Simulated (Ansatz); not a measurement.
# CH6AlNSi: up Jacob's ladder to CCSD(T)

How much do the methods differ for CH6AlNSi? The plan is to run it at one geometry with functionals of several rungs and with coupled cluster. The yardstick is the atomisation energy at the CCSD(T) limit.

The runs use Ansatz 0.2.0, Gaussian basis; functionals in def2-TZVPP, the program's frozen cores in correlated methods.

The runs, in order: LDA (SPW92), PBE-D4, revPBE-D4, BLYP-D4, r2SCAN-D4, B97M-V, PBE0-D4, B3LYP-D4, r2SCANh-D4, r2SCAN0-D4, HSE06-D4, BHLYP-D4, CAM-B3LYP-D4, LC-ωPBE, ωB97X-V, ωB97M-V, B2PLYP, PBE-QIDH; CCSD(T)/def2-SVP; CCSD(T)/def2-TZVPP; MP2/def2-QZVPP; extrapolation to the limit; RPA on PBE.

## (1) The relaxed structure

All runs share one geometry, relaxed beforehand with PBE0-D4 in a triple-zeta def2 set.

SMILES `N=[C]([AlH2])[SiH3]`, 10 atoms, charge 0, spin multiplicity 1.

Atoms are counted from 1 here; the program's logs count them from 0.

Bond lengths: N1–C2 1.285 Å, N1–H5 1.028 Å, C2–Al3 1.989 Å, C2–Si4 1.891 Å, Al3–H6 1.590 Å, Al3–H7 1.586 Å, Si4–H8 1.484 Å, Si4–H9 1.490 Å, Si4–H10 1.490 Å. Angles: C2–N1–H5 111.9°, N1–C2–Al3 117.8°, N1–C2–Si4 116.6°, Al3–C2–Si4 125.5°, C2–Al3–H6 111.8°, C2–Al3–H7 124.8°, H6–Al3–H7 123.3°, C2–Si4–H8 112.0°, C2–Si4–H9 108.4°, C2–Si4–H10 108.5°, H8–Si4–H9 110.3°, H8–Si4–H10 110.3°, H9–Si4–H10 107.2°.

## (2) LDA

This LDA is Slater exchange with PW92 correlation.

Input file in.yaml:

```yaml
crystal:
  periodic: [false, false, false]
  atoms:
    - {symbol: N, position_ang: [-1.540107, 0.254188, -0.750317]}
    - {symbol: C, position_ang: [-0.389568, 0.091452, -0.201570]}
    - {symbol: Al, position_ang: [0.835477, 1.657453, -0.132517]}
    - {symbol: Si, position_ang: [-0.008850, -1.633000, 0.474955]}
    - {symbol: H, position_ang: [-1.670135, 1.215462, -1.091491]}
    - {symbol: H, position_ang: [0.184359, 2.946499, -0.797007]}
    - {symbol: H, position_ang: [2.288636, 1.644010, 0.503394]}
    - {symbol: H, position_ang: [-1.134117, -2.575637, 0.258157]}
    - {symbol: H, position_ang: [0.292409, -1.512782, 1.929311]}
    - {symbol: H, position_ang: [1.225098, -2.138644, -0.189915]}
basis:
  gaussian: {orbitals: def2-TZVPP}
hamiltonian: {xc: lda}
output: {orbitals: {seedname: orbitals}}
```

Started as:

```sh
$ ansatz run in.yaml --threads 2 --pin off --events-out ev --progress --plain --max-ram 4352MiB
```

The runs that follow: PBE-D4 (GGA); revPBE-D4 (GGA); BLYP-D4 (GGA); r2SCAN-D4 (meta-GGA); B97M-V (meta-GGA); B3LYP-D4 (hybrid); r2SCANh-D4 (hybrid); r2SCAN0-D4 (hybrid); HSE06-D4 (hybrid); BHLYP-D4 (hybrid); CAM-B3LYP-D4 (range-separated); LC-ωPBE (range-separated); ωB97X-V (range-separated); ωB97M-V (range-separated); B2PLYP (double hybrid); PBE-QIDH (double hybrid); CCSD(T) in def2-SVP; CCSD(T) in def2-TZVPP; MP2 in def2-QZVPP; RPA on PBE orbitals.

Before running them: what should the planned runs give, taken together? Wanted: atomisation energy, CCSD(T)/CBS; farthest beyond LDA; mean size of error, GGA; mean size of error, meta-GGA; mean size of error, hybrid; mean size of error, range-separated; mean size of error, double hybrid; gap, smallest and largest; T1 diagnostic.

**Answer**, as computed:

| quantity | value |
| --- | --- |
| atomisation energy, CCSD(T)/CBS | 3117.9 kJ/mol |
| functionals within 15.6 kJ/mol (0.5 %) | BLYP-D4, r2SCAN-D4, B3LYP-D4, CAM-B3LYP-D4, ωB97M-V |
| farthest beyond LDA | BHLYP-D4 (-75.0 kJ/mol) |
| mean size of error, GGA | 21.7 kJ/mol |
| mean size of error, meta-GGA | 20.0 kJ/mol |
| mean size of error, hybrid | 38.8 kJ/mol |
| mean size of error, range-separated | 20.2 kJ/mol |
| mean size of error, double hybrid | 46.3 kJ/mol |
| gap, smallest and largest | 1.95 eV (LDA (SPW92)), 8.98 eV (LC-ωPBE) |
| T1 diagnostic | 0.0131 |
| triples share of the correlation energy | 4.1 % |

LDA overbinds by 390.6 kJ/mol (13 %). PBE-D4 is off by +24.8 kJ/mol. Double hybrids carry the basis error of their MP2 part in triple zeta, and no dispersion term here, so their miss is partly the set-up's. Taken by rung, meta-GGA functionals do best (20.0 kJ/mol on average) and double hybrid ones worst beyond LDA (46.3 kJ/mol). The gap between the best rungs is small, so their order is not settled. Misses under about 15.6 kJ/mol are within the doubt on the reference itself, which lacks core-valence correlation, relativity and higher excitations. Hartree-Fock recovers 71 % of the binding; the rest is correlation. CCSD(T) in def2-SVP is off by -201.2 kJ/mol, so the small basis spoils what the method gains. Orbital gaps span 1.9 to 9.0 eV; exact exchange widens them. The restricted reference is unstable towards a spin-broken one.
